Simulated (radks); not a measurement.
# Bi⁶²⁺ in [Ar] 3d3: an all-electron calculation

An exercise on one series of results from a longer session: the logs are not shown, and one member is left open.

The numbers are computed with radks (a radial shooting solver on a logarithmic mesh, Libxc functionals) version 1 (scalar-relativistic Kohn-Sham, exchange-only LDA, spin-unpolarised, spherical densities, point nucleus), except any that are marked as measured or tabulated.

**The atom as given**

- element: bismuth (Z = 83)
- charge: +62
- electrons: 21
- configuration: [Ar] 3d3

Outer shells as boxes (Hund's rule):

Bi⁶²⁺
```
[Ar] core
3d [↑ ][↑ ][↑ ][  ][  ]
```

The first run:

Settings of this run:

```text
Z 83
configuration [Ar] 3d3
relativity scalar-relativistic
functional lda,
spin unpolarised
nucleus point
c 137.035999084
```

Run with:

```
> python run_ks.py task.json out
```

All runs below come from this command, one after another.

One of the session's tables, all rows but one given; the rest of the session is left out.

It belongs to the step «Orbitals and density». Sizes of the orbitals, from the radial functions (bohr):

| level | <r> | outermost maximum (interpolated) | 90 % within | nodes |
| --- | --- | --- | --- | --- |
| 1s | 0.01579 | 0.00966 | 0.0290 | 0 |
| 2s | 0.06610 | 0.0561 | 0.103 | 1 |
| 2p | 0.06010 | 0.0467 | 0.0979 | 0 |
| 3s | ? | ? | ? | ? |
| 3p | 0.1631 | 0.153 | 0.242 | 1 |
| 3d | 0.1453 | 0.122 | 0.222 | 0 |

**Question.** Estimate the row for 3s.

The run gave: <r>: 0.1633; outermost maximum (interpolated): 0.154; 90 % within: 0.238; nodes: 2. In the column «<r>» it is the highest.

Caveats from the session: Spin polarisation and multiplet splitting are left out.
